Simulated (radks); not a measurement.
**Si⁺ in [Ne] 3s2 3p1: an all-electron calculation**

One table from this session's results is given with a row withheld; the runs are named, their logs left out.

Program: radks (a radial shooting solver on a logarithmic mesh, Libxc functionals) version 1. Level of theory: Dirac Kohn-Sham, BLYP, spin-unpolarised, spherical densities, finite nucleus; open shells fill j = l - 1/2 first. These are calculated values, not measurements, unless marked.

## The system

| Property | Result |
| --- | --- |
| element | silicon (Z = 14) |
| charge | +1 |
| electrons | 13 |
| configuration | [Ne] 3s2 3p1 |
| nuclear rms radius | 3.1224 fm |

The first run:

Input:

```text
Z 14
configuration [Ne] 3s2 3p1 4s0 3d0
relativity Dirac
functional b88,lyp
spin unpolarised
j_filling energy
nucleus finite rms 3.1224 fm
c 137.035999084
```

One of the session's tables, all rows but one given; the rest of the session is left out.

It belongs to the step «Radial structure». From the orbitals of this run (lengths in bohr):

| level | <r> | outermost maximum (interpolated) | 90 % within | nodes |
| --- | --- | --- | --- | --- |
| 1s1/2 | 0.1113 | 0.0726 | 0.199 | 0 |
| 2s1/2 | 0.5683 | 0.454 | 0.896 | 1 |
| 2p1/2 | 0.5359 | 0.386 | 0.902 | 0 |
| 2p3/2 | 0.5382 | 0.387 | 0.905 | 0 |
| 3s1/2 | 2.052 | 1.73 | 3.10 | 2 |
| 3p1/2 | ? | ? | ? | ? |
| 3p3/2 | 2.470 | 2.02 | 3.83 | 1 |

Estimate the missing values for 3p1/2.

As computed: <r>: 2.463; outermost maximum (interpolated): 2.01; 90 % within: 3.82; nodes: 1. In the column «<r>» it lies between 3s1/2 (2.052) and 3p3/2 (2.470).

To keep in mind: Spin polarisation and multiplet splitting are left out.
